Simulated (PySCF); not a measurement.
# C2H8BClS: the cost of one run

The runs use PySCF 2.14.0, with density-fitted response routines of our own; the level of theory stands in each step. All values are computed, except where a source is named. Atoms count from 0, in the outputs and in this text.

## Step 1: The molecule as given

13 atoms, charge 0, multiplicity 1; geometry from: GFN2-xTB. The atoms were then displaced at random by about 0.01 Å, so the start is not that level's minimum.

Bonds of the start (Å): C0–S1 1.81, S1–C2 1.82, S1–B3 2.04, B3–Cl4 1.83, C0–H5 1.12, C0–H6 1.09, C0–H7 1.05, C2–H8 1.07, C2–H9 1.10, C2–H10 1.08, B3–H11 1.18, B3–H12 1.16.

## Step 2: Optimising the geometry at PBE0-D3(BJ)/def2-SVP

What the job is given:

```
{"job": {"xc": "PBE0", "basis": "def2-SVP", "d3": "d3bj", "grid": 1, "shake": 0.01, "kind": "geom"}, "charge": 0, "multiplicity": 1}
C     -0.994690    -1.229280    -0.377870
S     -0.253260    -0.194000     0.911480
C     -0.691220     1.449610     0.254130
B      1.714570    -0.308630     0.375110
Cl     1.752430     0.096700    -1.406040
H     -2.083090    -0.988700    -0.411650
H     -0.527050    -0.972450    -1.330170
H     -0.830440    -2.237770    -0.125680
H     -1.752230     1.542030     0.212670
H     -0.286150     2.184560     0.970630
H     -0.207510     1.565740    -0.700870
H      1.972790    -1.438030     0.584740
H      2.191660     0.513330     1.033190
```

Started as:

```console
$ OMP_NUM_THREADS=1 python probes_run.py task.json out
```

This one command runs all jobs of the session in turn.

**Question.** How long does this first job take on 1 thread of Arm Neoverse V2, shared host, and how much memory does it need?

About 34 s, with a peak of 0.5 GiB.
